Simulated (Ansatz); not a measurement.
Crystal: CaSi2Sb2.

```
Ca Si Sb
1.0
     4.99739    0.00000    0.00000
    -2.49870    4.32787    0.00000
     0.00000    0.00000    5.86169
Ca Si Sb
1 2 2
Direct
  0.00000 0.00000 0.00000
  0.33333 0.66667 0.25648
  0.66667 0.33333 0.74352
  0.33333 0.66667 0.72240
  0.66667 0.33333 0.27760
```

The cell was built by a generator and needn't be a form met in nature.

Base run:

* Program: Ansatz 0.2.0
* Functional: r2SCAN
* Potentials or basis: Ansatz PAW
* Cutoff: 500 eV
* Density cutoff: 2000 eV
* k mesh: 5 × 5 × 4
* Occupations: fermi-dirac, width 0.05 eV
* Spin: no spin polarisation

Its results: band gap on the k mesh none (metal or under the smearing width); pressure -0.8 GPa; largest force 0.111 eV/Å.

The run is repeated on the same cell with these changes: functional from r2SCAN to PBE; cutoff from 500 eV to 420 eV; density cutoff from 2000 eV to 1680 eV. What comes out?

Band gap on the k mesh none (metal or under the smearing width); pressure 0.0 GPa; largest force 0.122 eV/Å.

Caveats: the PAW data sets come from PBE, with cores solved anew for the run's functional, which leaves a small shift of forces and pressure (some runs).

Not every run made on this cell is shown here.
